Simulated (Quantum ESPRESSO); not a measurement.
# HPbNO4 (P1) in Quantum ESPRESSO: reference runs

Aim: a first look at HPbNO4 with PBE, on the cell as given.

Program: Quantum ESPRESSO 7.5. These are calculated values, not measurements. Logs are shortened: lines on timing, memory, paths and dates and some standing lists are left out, and cuts for length are marked.

## 1. The structure

The typed cell holds 14 atoms: a = 4.120 Å, b = 6.427 Å, c = 8.387 Å, α = 67.04°, β = 89.96°, γ = 89.98°.

The cell was built by a generator and needn't be a form met in nature.

## 2. Single point, PBE

The input, pw.in:

```
&CONTROL
  calculation = 'scf'
  prefix = 'pwscf'
  outdir = './tmp'
  pseudo_dir = './pseudo'
  tprnfor = .true.
  tstress = .true.
  disk_io = 'low'
/
&SYSTEM
  ibrav = 0
  celldm(1) = 8
  nat = 14
  ntyp = 4
  ecutwfc = 60
  ecutrho = 480
  nbnd = 57
  occupations = 'smearing'
  smearing = 'fd'
  degauss = 0.00367493
/
&ELECTRONS
  conv_thr = 2.8d-09
  electron_maxstep = 120
  mixing_beta = 0.5
/
ATOMIC_SPECIES
H      1.0080 H.pbe-rrkjus_psl.1.0.0.UPF
Pb   207.2000 Pb.pbe-dn-kjpaw_psl.0.2.2.UPF
N     14.0070 N.pbe-n-radius_5.UPF
O     15.9990 O.pbe-n-kjpaw_psl.0.1.UPF
CELL_PARAMETERS alat
  0.9733034404885  -0.0001913347701  -0.0026456165745
  0.0009543116929   1.5182106928397   0.0126611650350
  0.0065927820173   0.7575604953129   1.8306580102853
ATOMIC_POSITIONS crystal
H      0.9036600000    0.2182100000    0.4885100000
H      0.4033700000    0.7817700000    0.5114200000
Pb     0.3945500000    0.3086300000    0.7072500000
Pb     0.8948900000    0.6913500000    0.2926600000
N      0.6340900000    0.1999000000    0.2073000000
N      0.1338600000    0.8001200000    0.7927500000
O      0.9082900000    0.3286600000    0.5436900000
O      0.5379200000    0.3907600000    0.1949700000
O      0.5348300000    0.1127900000    0.1060200000
O      0.8371800000    0.0888700000    0.3267200000
O      0.4081700000    0.6713200000    0.4562400000
O      0.0377400000    0.6092400000    0.8052000000
O      0.0342900000    0.8873700000    0.8939700000
O      0.3371600000    0.9110100000    0.6733000000
K_POINTS automatic
7 5 4 0 0 0
```

The input, pp_density.in:

```
&INPUTPP
  prefix = 'pwscf'
  outdir = './tmp'
  filplot = 'density.dat'
  plot_num = 0
/
&PLOT
  nfile = 1
  filepp(1) = 'density.dat'
  iflag = 3
  output_format = 6
  fileout = 'density.cube'
/
```

The input, pp_potential.in:

```
&INPUTPP
  prefix = 'pwscf'
  outdir = './tmp'
  filplot = 'potential.dat'
  plot_num = 11
/
&PLOT
  nfile = 1
  filepp(1) = 'potential.dat'
  iflag = 3
  output_format = 6
  fileout = 'potential.cube'
/
```

Potentials or basis: SSSP 1.3 efficiency PBE.

On the command line:

```
$ OMP_NUM_THREADS=1 mpirun -n 8 pw.x -nk 2 -in pw.in > pw.out
$ OMP_NUM_THREADS=1 mpirun -n 1 pp.x -in pp_density.in > pp_density.out
$ OMP_NUM_THREADS=1 mpirun -n 1 pp.x -in pp_potential.in > pp_potential.out
```

pw.out:

```text
This program is part of the open-source Quantum ESPRESSO suite
     for quantum simulation of materials; please cite
         "P. Giannozzi et al., J. Phys.:Condens. Matter 21 395502 (2009);
         "P. Giannozzi et al., J. Phys.:Condens. Matter 29 465901 (2017);
         "P. Giannozzi et al., J. Chem. Phys. 152 154105 (2020);
     in publications or presentations arising from this work. More details at

     file Pb.pbe-dn-kjpaw_psl.0.2.2.UPF: wavefunction(s)  6S renormalized
     file O.pbe-n-kjpaw_psl.0.1.UPF: wavefunction(s)  2P renormalized

     K-points division:     npool     =       2
     Subspace diagonalization in iterative solution of the eigenvalue problem:
     a serial algorithm will be used

     --------------------
     sticks:   dense  smooth     PW     G-vecs:    dense   smooth      PW
     Min         903     450    126                61298    21666    3261
     Max         904     452    127                61299    21669    3265
     Sum        3615    1805    507               245195    86671   13053

     Using Slab Decomposition

     bravais-lattice index     =            0
     lattice parameter (alat)  =       8.0000  a.u.
     unit-cell volume          =    1380.2575 (a.u.)^3
     number of atoms/cell      =           14
     number of atomic types    =            4
     number of electrons       =        88.00
     number of Kohn-Sham states=           57
     kinetic-energy cutoff     =      60.0000  Ry
     charge density cutoff     =     480.0000  Ry
     scf convergence threshold =      2.8E-09
     mixing beta               =       0.5000
     number of iterations used =            8  plain     mixing
     Exchange-correlation= SLA  PW   PBX  PBC
                           (   1   4   3   4   0   0   0)

     celldm(1)=   8.000000  celldm(2)=   0.000000  celldm(3)=   0.000000
     celldm(4)=   0.000000  celldm(5)=   0.000000  celldm(6)=   0.000000

     crystal axes: (cart. coord. in units of alat)
               a(1) = (   0.973303  -0.000191  -0.002646 )
               a(2) = (   0.000954   1.518211   0.012661 )
               a(3) = (   0.006593   0.757560   1.830658 )

     reciprocal axes: (cart. coord. in units 2 pi/alat)
               b(1) = (  1.027419 -0.000617 -0.003445 )
               b(2) = ( -0.000614  0.660951 -0.273512 )
               b(3) = (  0.001489 -0.004572  0.548138 )

     PseudoPot. # 1 for H  read from file:
     H.pbe-rrkjus_psl.1.0.0.UPF
     Pseudo is Ultrasoft, Zval =  1.0
     Generated using "atomic" code by A. Dal Corso  v.5.1
     Using radial grid of  929 points,  2 beta functions with:
                l(1) =   0
                l(2) =   0
     Q(r) pseudized with 0 coefficients

     PseudoPot. # 2 for Pb read from file:
     Pb.pbe-dn-kjpaw_psl.0.2.2.UPF
     Pseudo is Projector augmented-wave + core cor, Zval = 14.0
     Generated using "atomic" code by A. Dal Corso  v.5.0.99 svn rev. 10869
     Shape of augmentation charge: PSQ
     Using radial grid of 1281 points,  6 beta functions with:
                l(1) =   0
                l(2) =   0
                l(3) =   1
                l(4) =   1
                l(5) =   2
                l(6) =   2
     Q(r) pseudized with 0 coefficients

     PseudoPot. # 3 for N  read from file:
     N.pbe-n-radius_5.UPF
     Pseudo is Ultrasoft + core correction, Zval =  5.0
     Generated using "atomic" code by A. Dal Corso  v.5.1
     Using radial grid of 1085 points,  4 beta functions with:
                l(1) =   0
                l(2) =   0
                l(3) =   1
                l(4) =   1
     Q(r) pseudized with 0 coefficients

     PseudoPot. # 4 for O  read from file:
     O.pbe-n-kjpaw_psl.0.1.UPF
     Pseudo is Projector augmented-wave + core cor, Zval =  6.0
     Generated using "atomic" code by A. Dal Corso  v.5.0.99 svn rev. 10869
     Shape of augmentation charge: BESSEL
     Using radial grid of 1095 points,  4 beta functions with:
                l(1) =   0
                l(2) =   0
                l(3) =   1
                l(4) =   1
     Q(r) pseudized with 0 coefficients

     atomic species   valence    mass     pseudopotential
     H                 1.00     1.00800     H ( 1.00)
     Pb               14.00   207.20000     Pb( 1.00)
     N                 5.00    14.00700     N ( 1.00)
     O                 6.00    15.99900     O ( 1.00)

     No symmetry found

   Cartesian axes

     site n.     atom                  positions (alat units)
         1        H      tau(   1) = (   0.8829643   0.7011917   0.8946668  )
         2        H      tau(   2) = (   0.3967191   1.5742460   0.9450661  )
         3        Pb     tau(   3) = (   0.3889741   1.0042745   1.2975967  )
         4        Pb     tau(   4) = (   0.8735887   1.2711514   0.5421461  )
         5        N      tau(   5) = (   0.6187194   0.4604113   0.3803488  )
         6        N      tau(   6) = (   0.1362764   1.8152812   1.4610304  )
         7        O      tau(   7) = (   0.8879399   0.9106794   0.9970687  )
         8        O      tau(   8) = (   0.5252177   0.7408547   0.3604477  )
         9        O      tau(   9) = (   0.5213585   0.2514532   0.1940995  )
        10        O      tau(  10) = (   0.8170690   0.3822734   0.5970229  )
        11        O      tau(  11) = (   0.4009218   1.3647565   0.8426392  )
        12        O      tau(  12) = (   0.0426224   1.5349352   1.4816597  )
        13        O      tau(  13) = (   0.0401152   2.0244444   1.6476978  )
        14        O      tau(  14) = (   0.3334673   1.8931061   1.2432245  )

     number of k points=    71  Fermi-Dirac smearing, width (Ry)=  0.0037
                       cart. coord. in units 2pi/alat
        k(    1) = (   0.0000000   0.0000000   0.0000000), wk =   0.0142857
        k(    2) = (   0.0003723  -0.0011430   0.1370346), wk =   0.0285714
        k(    3) = (  -0.0007445   0.0022861  -0.2740692), wk =   0.0142857
        k(    4) = (  -0.0001227   0.1321903  -0.0547024), wk =   0.0285714
        k(    5) = (   0.0002496   0.1310473   0.0823322), wk =   0.0285714
        k(    6) = (  -0.0008672   0.1344764  -0.3287715), wk =   0.0285714
[... 63 lines left out ...]
        k(   70) = (   0.4397008  -0.1301687  -0.2208431), wk =   0.0285714
        k(   71) = (   0.4400730  -0.1313117  -0.0838085), wk =   0.0285714

     Dense  grid:   245195 G-vectors     FFT dimensions: (  60,  90, 120)

     Smooth grid:    86671 G-vectors     FFT dimensions: (  40,  60,  80)

     Initial potential from superposition of free atoms

     starting charge      87.9952, renormalised to      88.0000
     Starting wfcs are   60 randomized atomic wfcs
     Checking if some PAW data can be deallocated...

     Self-consistent Calculation

     iteration #  1     ecut=    60.00 Ry     beta= 0.50
     Davidson diagonalization with overlap
     ethr =  1.00E-02,  avg # of iterations =  7.2

     total energy              =   -2115.83148457 Ry
     estimated scf accuracy    <       2.57245165 Ry

     iteration #  2     ecut=    60.00 Ry     beta= 0.50
     Davidson diagonalization with overlap
     ethr =  2.92E-03,  avg # of iterations =  4.4

     total energy              =   -2116.49513205 Ry
     estimated scf accuracy    <       1.49141738 Ry

     iteration #  3     ecut=    60.00 Ry     beta= 0.50
     Davidson diagonalization with overlap
     ethr =  1.69E-03,  avg # of iterations =  2.0

     total energy              =   -2116.77059809 Ry
     estimated scf accuracy    <       0.12443370 Ry

     iteration #  4     ecut=    60.00 Ry     beta= 0.50
     Davidson diagonalization with overlap
     ethr =  1.41E-04,  avg # of iterations =  8.5

     total energy              =   -2116.81300426 Ry
     estimated scf accuracy    <       0.03222530 Ry

     iteration #  5     ecut=    60.00 Ry     beta= 0.50
     Davidson diagonalization with overlap
     ethr =  3.66E-05,  avg # of iterations =  7.4
[... 36 lines left out ...]
     total energy              =   -2116.82313215 Ry
     estimated scf accuracy    <       0.00000317 Ry

     iteration # 11     ecut=    60.00 Ry     beta= 0.50
     Davidson diagonalization with overlap
     ethr =  3.60E-09,  avg # of iterations =  2.0

     total energy              =   -2116.82313263 Ry
     estimated scf accuracy    <       0.00000011 Ry

     iteration # 12     ecut=    60.00 Ry     beta= 0.50
     Davidson diagonalization with overlap
     ethr =  1.29E-10,  avg # of iterations =  8.2

     total energy              =   -2116.82313286 Ry
     estimated scf accuracy    <       0.00000004 Ry

     iteration # 13     ecut=    60.00 Ry     beta= 0.50
     Davidson diagonalization with overlap
     ethr =  4.45E-11,  avg # of iterations =  2.2

     End of self-consistent calculation

          k = 0.0000 0.0000 0.0000 ( 10877 PWs)   bands (ev):

   -22.5950 -22.5814 -17.2589 -17.2490 -16.9546 -16.9087 -15.1137 -14.8705
   -12.2161 -12.2054 -12.1977 -12.1871 -12.1720 -12.1641 -12.1608 -12.1516
   -12.1060 -11.8984  -6.7468  -6.5483  -4.8575  -4.5220  -4.4603  -4.4349
    -4.1871  -4.1324  -3.4059  -3.2767  -1.6160  -0.6441  -0.1480   0.3044
     0.6449   0.9906   1.0964   1.1382   1.2020   1.3093   1.3223   1.4795
     1.6314   2.6249   2.7084   2.7489   6.2798   6.4535   7.4614   7.6555
     8.7676   8.9857   9.1653   9.7919  10.0555  11.4499  11.8102  12.4974
    13.2247

          k = 0.0004-0.0011 0.1370 ( 10843 PWs)   bands (ev):

   -22.5932 -22.5832 -17.2596 -17.2483 -16.9501 -16.9134 -15.1130 -14.8704
   -12.2168 -12.2053 -12.1978 -12.1865 -12.1713 -12.1642 -12.1608 -12.1518
   -12.1061 -11.8983  -6.7673  -6.5424  -4.8469  -4.5282  -4.5150  -4.3764
    -4.1760  -4.1205  -3.3766  -3.2687  -1.6375  -0.7739  -0.1330   0.3128
     0.6035   0.9610   1.0545   1.2264   1.2621   1.3507   1.3568   1.4948
     1.6345   2.5666   2.6241   2.8445   6.3379   6.4673   7.4378   7.5785
     8.4500   8.9892   9.3743   9.9752  10.1602  11.3270  11.9821  12.4530
    13.1444

          k =-0.0007 0.0023-0.2741 ( 10804 PWs)   bands (ev):

   -22.5901 -22.5863 -17.2603 -17.2476 -16.9441 -16.9198 -15.1123 -14.8704
   -12.2174 -12.2051 -12.1979 -12.1859 -12.1706 -12.1643 -12.1608 -12.1521
   -12.1062 -11.8983  -6.7858  -6.5384  -4.8354  -4.5580  -4.5107  -4.3578
    -4.1633  -4.1089  -3.3143  -3.2892  -1.6591  -0.8976  -0.1083   0.3212
     0.5612   0.9811   0.9898   1.2472   1.2521   1.3590   1.4692   1.5541
     1.6587   2.4759   2.6147   2.8800   6.4331   6.4556   7.4148   7.4802
     8.2943   8.9778   9.4044  10.0839  10.4901  11.0852  12.2642  12.3694
    13.1599
[... 729 lines left out ...]
   -22.5719 -22.5705 -17.2495 -17.2464 -16.9617 -16.9552 -15.0099 -14.9559
   -12.2017 -12.1951 -12.1863 -12.1787 -12.1728 -12.1653 -12.1160 -12.1133
   -11.9786 -11.9195  -6.5816  -6.5379  -4.7851  -4.7613  -4.5246  -4.4480
    -4.2328  -4.1826  -3.4466  -3.3823  -2.1558  -1.9134   0.2452   0.3997
     0.7788   0.8498   1.1119   1.1725   1.2647   1.3449   1.5943   1.6691
     2.1830   2.2281   2.7745   2.8434   6.2396   6.3168   7.4421   7.5693
     8.5690   8.7618   9.3205   9.4961  11.2101  11.4765  12.6190  12.7409
    12.9132

          k = 0.4401-0.1313-0.0838 ( 10825 PWs)   bands (ev):

   -22.5725 -22.5699 -17.2493 -17.2467 -16.9631 -16.9539 -15.0097 -14.9557
   -12.2019 -12.1953 -12.1861 -12.1783 -12.1734 -12.1660 -12.1163 -12.1134
   -11.9783 -11.9192  -6.5873  -6.5344  -4.7774  -4.7545  -4.5174  -4.4612
    -4.2321  -4.1900  -3.4260  -3.3860  -2.1814  -1.9245   0.2409   0.4018
     0.8032   0.8434   1.0972   1.1803   1.2791   1.3514   1.6592   1.6932
     2.1582   2.2202   2.7421   2.8027   6.2052   6.2939   7.4947   7.6341
     8.5618   8.7955   9.1715   9.4573  11.2370  11.6550  12.5061  12.6328
    13.1702

     the Fermi energy is     4.6407 ev

!    total energy              =   -2116.82313286 Ry
     estimated scf accuracy    <          2.4E-09 Ry
     smearing contrib. (-TS)   =      -0.00000000 Ry
     internal energy E=F+TS    =   -2116.82313286 Ry

     The total energy is F=E-TS. E is the sum of the following terms:
     one-electron contribution =    -282.10814503 Ry
     hartree contribution      =     191.32580105 Ry
     xc contribution           =    -160.01888653 Ry
     ewald contribution        =    -332.96329932 Ry
     one-center paw contrib.   =   -1533.05860303 Ry

     convergence has been achieved in  13 iterations

     Forces acting on atoms (cartesian axes, Ry/au):

     atom    1 type  1   force =    -0.00002606   -0.00110186   -0.00050646
     atom    2 type  1   force =    -0.00000234    0.00111480    0.00052311
     atom    3 type  2   force =     0.00042387   -0.00001888    0.00152946
     atom    4 type  2   force =     0.00040562    0.00002587   -0.00151899
     atom    5 type  3   force =     0.00022243    0.00018678    0.00032969
     atom    6 type  3   force =     0.00012493   -0.00025445   -0.00025647
     atom    7 type  4   force =    -0.00032335   -0.00000401    0.00019334
     atom    8 type  4   force =    -0.00024068    0.00106382    0.00000514
     atom    9 type  4   force =    -0.00033432   -0.00107523   -0.00086841
     atom   10 type  4   force =     0.00028357    0.00016341    0.00037513
     atom   11 type  4   force =    -0.00032367   -0.00001814   -0.00022082
     atom   12 type  4   force =    -0.00021544   -0.00101514   -0.00001874
     atom   13 type  4   force =    -0.00029974    0.00107455    0.00085401
     atom   14 type  4   force =     0.00030519   -0.00014151   -0.00041997

     Total force =     0.003926     Total SCF correction =     0.000102

     Computing stress (Cartesian axis) and pressure

          total   stress  (Ry/bohr**3)                   (kbar)     P=       -1.89
  -0.00001515  -0.00000006  -0.00000020           -2.23       -0.01       -0.03
  -0.00000006  -0.00000991   0.00000053           -0.01       -1.46        0.08
  -0.00000020   0.00000053  -0.00001347           -0.03        0.08       -1.98

=------------------------------------------------------------------------------=
   JOB DONE.
=------------------------------------------------------------------------------=
```

It took 4.5 min on 8 MPI ranks of Arm Neoverse V1, shared host; peak memory 2.2 GiB.

Results:

* Free energy: -28800.8459 eV
* Pressure: -0.2 GPa
* Largest force: 0.041 eV/Å
* Band gap on the k mesh: 3.28 eV, indirect (least direct gap 3.37 eV)

Forces in eV/Å, atoms in the order of the input:
```
H   -0.001 -0.028 -0.013
H    0.000  0.029  0.013
Pb   0.011  0.000  0.039
Pb   0.010  0.001 -0.039
N    0.006  0.005  0.008
N    0.003 -0.007 -0.007
O   -0.008  0.000  0.005
O   -0.006  0.027  0.000
O   -0.009 -0.028 -0.022
O    0.007  0.004  0.010
O   -0.008  0.000 -0.006
O   -0.006 -0.026  0.000
O   -0.008  0.028  0.022
O    0.008 -0.004 -0.011
```

Caveat: spin-orbit coupling is left out, which as a rule narrows the gap of such compounds by several tenths of an eV; an odd mesh through Γ misses points on the zone boundary, where band edges often lie.
